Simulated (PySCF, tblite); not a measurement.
**C₃H₁₀GeO, a small molecule taken as a stand-in for a surface group: NMR shifts, core binding energies and electronic excitations**

Wanted: the NMR shifts, core binding energies and electronic excitations for `[CH3][Ge]([CH3])([CH3])[OH]`.

Programs: tblite 0.8.0 and PySCF 2.14.0. All values are calculated, for the isolated system unless a continuum is named. Atoms count from 0, parts from 1.

### Step 1. Starting point

15 atoms, charge 0, multiplicity 1; geometry: distance geometry start.

### Step 2. Relaxing the cluster with GFN2-xTB

Job settings and geometry (Å):

```
{"job": {"kind": "relax", "xc": "GFN2-xTB", "basis": "xTB"}, "charge": 0, "multiplicity": 1}
Ge     0.048254     0.021444     0.317193
C      1.833310    -0.727641     0.193334
C     -0.068467     1.709596    -0.632982
C     -1.320593    -1.150862    -0.400500
O     -0.426676     0.312878     2.031599
H      2.555119     0.086141     0.494230
H      2.063841    -1.068148    -0.832130
H      2.024625    -1.561218     0.935853
H      0.965912     2.010949    -0.840320
H     -0.649291     2.410364     0.023393
H     -0.661708     1.522036    -1.557868
H     -1.954500    -0.592296    -1.164245
H     -2.082039    -1.450003     0.384425
H     -0.895423    -2.043102    -0.895399
H     -1.412022     0.494669     1.979263
```

Method: GFN2-xTB geometry optimisation, gas phase.

The run is started by

```console
> OMP_NUM_THREADS=1 python cluster_run.py task.json out
```

The driver reads the jobs from task.json and runs them one after another.

The program printed:

```text
step      E/eV     max force
  0    -476.20373    2.233
  1    -476.46223    0.837
  2    -476.53050    0.589
  3    -476.55965    0.437
  4    -476.60362    0.420
  5    -476.61764    0.307
  6    -476.63029    0.430
  7    -476.64586    0.437
  8    -476.66040    0.271
  9    -476.66871    0.188
 10    -476.67285    0.124
 11    -476.67620    0.170
 12    -476.68050    0.173
 13    -476.68508    0.175
 14    -476.68962    0.178
 15    -476.69474    0.207
 16    -476.70101    0.256
 17    -476.70717    0.239
 18    -476.71150    0.139
 19    -476.71352    0.089
 20    -476.71433    0.084
 21    -476.71486    0.058
 22    -476.71531    0.061
 23    -476.71569    0.052
 24    -476.71602    0.061
 25    -476.71632    0.053
 26    -476.71661    0.072
 27    -476.71686    0.058
 28    -476.71704    0.029
 29    -476.71716    0.026
 30    -476.71729    0.051
 31    -476.71755    0.087
 32    -476.71809    0.125
 33    -476.71901    0.145
 34    -476.72013    0.118
 35    -476.72102    0.056
 36    -476.72146    0.050
 37    -476.72176    0.052
 38    -476.72223    0.056
 39    -476.72270    0.050
 40    -476.72302    0.041
 41    -476.72324    0.041
 42    -476.72351    0.048
 43    -476.72387    0.046
 44    -476.72429    0.042
 45    -476.72460    0.046
 46    -476.72480    0.030
 47    -476.72498    0.042
 48    -476.72523    0.037
 49    -476.72566    0.042
 50    -476.72615    0.056
 51    -476.72665    0.067
 52    -476.72714    0.097
 53    -476.72743    0.101
 54    -476.72807    0.092
 55    -476.72856    0.068
 56    -476.72937    0.077
 57    -476.72976    0.085
 58    -476.73104    0.136
 59    -476.73213    0.103
 60    -476.73500    0.117
 61    -476.73794    0.131
 62    -476.73920    0.243
 63    -476.74086    0.118
 64    -476.74201    0.059
 65    -476.74275    0.055
 66    -476.74360    0.052
 67    -476.74396    0.062
 68    -476.74446    0.064
 69    -476.74539    0.077
 70    -476.74674    0.110
 71    -476.74858    0.139
 72    -476.74705    0.238
 73    -476.75216    0.123
 74    -476.75366    0.096
 75    -476.75628    0.115
 76    -476.75715    0.088
 77    -476.75963    0.107
 78    -476.76106    0.096
 79    -476.76320    0.136
 80    -476.76475    0.097
 81    -476.76547    0.059
 82    -476.76448    0.143
 83    -476.76598    0.056
 84    -476.76613    0.041
 85    -476.76650    0.033
 86    -476.76666    0.027
 87    -476.76680    0.029
 88    -476.76703    0.032
 89    -476.76725    0.032
 90    -476.76748    0.033
 91    -476.76768    0.037
 92    -476.76788    0.051
 93    -476.76811    0.051
 94    -476.76838    0.039
 95    -476.76869    0.036
 96    -476.76899    0.040
 97    -476.76927    0.037
 98    -476.76952    0.034
 99    -476.76971    0.070
100    -476.76976    0.070
101    -476.76998    0.028
102    -476.77008    0.036
103    -476.77019    0.033
104    -476.77025    0.025
105    -476.77032    0.019
106    -476.77038    0.013
107    -476.77042    0.011
108    -476.77044    0.012
109    -476.77046    0.010
110    -476.77047    0.009
111    -476.77049    0.010
112    -476.77051    0.011
113    -476.77054    0.013
114    -476.77057    0.014
115    -476.77062    0.018
116    -476.77067    0.017
117    -476.77072    0.017
118    -476.77077    0.018
119    -476.77085    0.028
120    -476.77095    0.034
121    -476.77109    0.033
122    -476.77124    0.030
123    -476.77140    0.030
124    -476.77154    0.030
125    -476.77161    0.053
126    -476.77176    0.044
127    -476.77184    0.021
128    -476.77190    0.011
129    -476.77192    0.010
130    -476.77195    0.009
131    -476.77196    0.013
132    -476.77198    0.014
133    -476.77199    0.013
134    -476.77201    0.009
135    -476.77203    0.009
136    -476.77205    0.016
137    -476.77208    0.027
138    -476.77212    0.029
139    -476.77216    0.024
140    -476.77220    0.012
141    -476.77225    0.013
142    -476.77228    0.019
143    -476.77231    0.017
144    -476.77234    0.014
145    -476.77236    0.011
146    -476.77238    0.012
147    -476.77240    0.016
148    -476.77242    0.011
149    -476.77243    0.007
```

Wall time 4.2 s (1 thread of Intel Xeon Platinum 8375C at 2.90GHz, shared host).

Along the way:

```csv
step,energy from step 0 (eV),largest force (eV/Å)
0,0.0000,2.2329
6,-0.4266,0.4306
12,-0.4768,0.1731
18,-0.5078,0.1391
24,-0.5123,0.0607
30,-0.5136,0.0509
36,-0.5177,0.0505
42,-0.5198,0.0481
48,-0.5215,0.0368
54,-0.5243,0.0920
60,-0.5313,0.1167
66,-0.5399,0.0512
72,-0.5433,0.2380
78,-0.5573,0.0953
84,-0.5624,0.0415
90,-0.5637,0.0334
96,-0.5653,0.0395
102,-0.5663,0.0359
108,-0.5667,0.0122
114,-0.5668,0.0145
120,-0.5672,0.0342
126,-0.5680,0.0439
132,-0.5682,0.0133
138,-0.5684,0.0290
144,-0.5686,0.0141
149,-0.5687,0.0067
```

Distances of close pairs at the start and the end, largest changes first:

| bond | before (Å) | after (Å) | change (Å) |
| --- | --- | --- | --- |
| Ge0–C3 | 1.940 | 1.995 | +0.055 |
| Ge0–C2 | 1.941 | 1.996 | +0.055 |
| C3–H11 | 1.139 | 1.087 | -0.052 |
| O4–H14 | 1.003 | 0.954 | -0.049 |
| C3–H12 | 1.134 | 1.086 | -0.048 |
| C1–H7 | 1.133 | 1.086 | -0.047 |
| C1–H5 | 1.129 | 1.085 | -0.043 |
| Ge0–C1 | 1.940 | 1.978 | +0.039 |

### Step 3. Relaxing the molecule at PBE0-D3(BJ)/def2-SVP

Job settings and geometry (Å):

```
{"job": {"xc": "PBE0", "basis": "def2-SVP", "d3": "d3bj", "grid": 2, "kind": "geom", "shake": 0.01}, "charge": 0, "multiplicity": 1}
Ge     0.019078     0.006564     0.243342
C      1.788488    -0.802632     0.267778
C     -0.075285     1.754296    -0.772225
C     -1.403597    -1.206660    -0.381251
O     -0.280816     0.376527     1.941887
H      2.499349    -0.123410     0.743693
H      2.154198    -1.019797    -0.733936
H      1.784432    -1.717488     0.832778
H      0.666117     2.458873    -0.330911
H     -1.043044     2.208797    -0.692761
H      0.171616     1.595748    -1.801496
H     -2.403814    -0.724371    -0.339331
H     -1.501049    -2.078246     0.248665
H     -1.268881    -1.527667    -1.389824
H     -1.117716     0.774095     2.178262
```

The program printed:

```text
step   0  E = -2271.71633307  max force = 0.030952
step   1  E = -2271.72005228  max force = 0.011012
step   2  E = -2271.72179092  max force = 0.005470
step   3  E = -2271.72245352  max force = 0.001529
step   4  E = -2271.72248083  max force = 0.000433
step   5  E = -2271.72249341  max force = 0.000429
optimisation converged
```

It took 81 s on 1 thread of Intel Xeon Platinum 8375C at 2.90GHz, shared host; peak memory 0.79 GiB.

Relaxation path:

```csv
step,energy from step 0 (eV),largest force component (eV/Å)
0,0.0000,1.5916
1,-0.1012,0.5663
2,-0.1485,0.2813
3,-0.1665,0.0786
4,-0.1673,0.0223
5,-0.1676,0.0221
```

Distances of close pairs at the start and the end, largest changes first:

```
  bond  before (Å)  after (Å)  change (Å)
Ge0–C2       2.024      1.952      -0.072
C3–H13       1.067      1.101      +0.034
Ge0–O4       1.764      1.796      +0.032
C2–H10       1.070      1.101      +0.031
 C2–H9       1.072      1.100      +0.028
 C1–H7       1.075      1.100      +0.024
C3–H12       1.080      1.100      +0.020
Ge0–C3       1.971      1.952      -0.019
```

The end geometry stands in the next job.

```
                         at the end point                value
  point group (found at 0.08 Å tolerance)                   C1
rotational constants (GHz, main isotopes)  3.084, 3.050, 2.873
                        dipole moment (D)                 1.73
```

### Step 4. Shielding tensors: PBE0/pcSseg-1

Job settings and geometry (Å):

```
{"job": {"kind": "nmr", "xc": "PBE0", "basis": "pcSseg-1"}, "charge": 0, "multiplicity": 1}
Ge    -0.016258     0.025484     0.271447
C      1.218255    -1.471037     0.261646
C      0.774494     1.611360    -0.546819
C     -1.716166    -0.419640    -0.579553
O     -0.292918     0.333906     2.019261
H      2.141110    -1.203528     0.796473
H      1.479954    -1.756216    -0.768225
H      0.766023    -2.339020     0.762924
H      1.665681     1.921042     0.018666
H      0.063223     2.450848    -0.561906
H      1.078242     1.399667    -1.583694
H     -2.421242     0.423403    -0.518737
H     -2.174569    -1.293066    -0.092896
H     -1.562458    -0.655200    -1.643959
H     -1.016303     0.947207     2.180761
```

Level: GIAO PBE0/pcSseg-1 NMR shielding, non-relativistic, gas phase.

The program printed:

```text
coarse grid: 52856 points
cycle   1  E = -2271.6951276735  dE = -5.208e-01  |g| = 1.196e+00  |ddm| = 3.357e+00
cycle   2  E = -2271.4789320853  dE =  2.162e-01  |g| = 1.593e+00  |ddm| = 1.974e+00
cycle   3  E = -2271.8661158380  dE = -3.872e-01  |g| = 2.503e-01  |ddm| = 1.495e+00
cycle   4  E = -2271.8773088569  dE = -1.119e-02  |g| = 6.915e-02  |ddm| = 2.227e-01
cycle   5  E = -2271.8781111682  dE = -8.023e-04  |g| = 7.064e-03  |ddm| = 4.843e-02
cycle   6  E = -2271.8781196463  dE = -8.478e-06  |g| = 2.870e-03  |ddm| = 9.903e-03
final grid: 111592 points
cycle   7  E = -2271.8781035705  dE =  1.650e-07  |g| = 3.266e-03  |ddm| = 5.900e-03
cycle   8  E = -2271.8781030694  dE =  5.010e-07  |g| = 3.874e-03  |ddm| = 5.908e-03
cycle   9  E = -2271.8781055091  dE = -2.440e-06  |g| = 3.271e-04  |ddm| = 3.068e-03
cycle  10  E = -2271.8781055310  dE = -2.191e-08  |g| = 6.748e-05  |ddm| = 2.792e-04
cycle  11  E = -2271.8781055317  dE = -7.321e-10  |g| = 2.990e-06  |ddm| = 5.560e-05
converged SCF energy = -2271.8781055317

GIAO shielding tensors (ppm)
atom      isotropic    diamagn.    paramagn.     s11        s22        s33       span
  0 Ge    1220.916    2756.302   -1535.386   1166.931   1186.845   1308.972    142.041
  1 C      185.024     252.991     -67.967    176.408    185.346    193.317     16.909
  2 C      182.348     254.268     -71.921    173.472    181.082    192.490     19.018
  3 C      182.697     254.283     -71.585    174.414    180.950    192.728     18.314
  4 O      306.926     392.030     -85.104    285.228    300.993    334.555     49.327
  5 H       30.765      29.867       0.898     25.890     27.937     38.467     12.577
  6 H       31.348      30.710       0.638     26.580     28.399     39.064     12.483
  7 H       30.826      29.902       0.923     25.898     27.937     38.642     12.745
  8 H       30.856      30.331       0.524     26.105     28.033     38.428     12.323
  9 H       31.039      30.823       0.216     26.348     28.319     38.450     12.102
 10 H       31.205      31.172       0.032     26.495     28.324     38.794     12.299
 11 H       31.085      30.896       0.189     26.463     28.306     38.487     12.025
 12 H       30.886      30.459       0.427     26.077     28.047     38.536     12.459
 13 H       31.149      31.191      -0.043     26.435     28.239     38.772     12.336
 14 H       31.619      32.962      -1.343     22.440     26.750     45.667     23.226
```

It took 31 s on 1 thread of Intel Xeon Platinum 8375C at 2.90GHz, shared host; peak memory 0.89 GiB.

The references, computed at this level on geometries of the same kind, shield at (ppm): ¹H TMS 31.27, ¹³C TMS 184.4, ¹⁷O H2O 334.6, ⁷³Ge GeMe4 1330. Their shielding less the atom's gives the shift. The references are single molecules in the gas phase, so shifts against H2O, NH3, PH3, H3PO4 or CFCl3 are not on the usual liquid scales and can be off by tens of ppm.

```csv
atoms,environment,σ (ppm),δ (ppm)
C2,"carbon bonded to Ge, 3 H",182.3,2.1
C3,"carbon bonded to Ge, 3 H",182.7,1.7
C1,"carbon bonded to Ge, 3 H",185.0,-0.6
H5,hydrogen on a carbon bonded to Ge,30.76,0.50
H7,hydrogen on a carbon bonded to Ge,30.83,0.44
H8,hydrogen on a carbon bonded to Ge,30.86,0.41
H12,hydrogen on a carbon bonded to Ge,30.89,0.38
H9,hydrogen on a carbon bonded to Ge,31.04,0.23
H11,hydrogen on a carbon bonded to Ge,31.09,0.18
H13,hydrogen on a carbon bonded to Ge,31.15,0.12
H10,hydrogen on a carbon bonded to Ge,31.20,0.06
H6,hydrogen on a carbon bonded to Ge,31.35,-0.08
H14,hydrogen on an oxygen bonded to Ge,31.62,-0.35
Ge0,"germanium bonded to 3 C, O",1221,109
O4,"oxygen bonded to Ge, H",306.9,27.6
```

Charges from the same density, by scheme (e):

```csv
atoms,Mulliken,IAO,Hirshfeld,ESP fit
Ge0,0.89,1.17,0.48,1.17
C1,-0.56,-0.70,-0.21,-0.67
C2,-0.58,-0.71,-0.21,-0.83
C3,-0.58,-0.71,-0.21,-0.83
O4,-0.64,-0.77,-0.35,-0.80
```

Mayer bond orders: Ge0–C1 1.01, Ge0–C2 0.97, Ge0–C3 0.97, Ge0–O4 0.89.

[end of part 1 of 2]
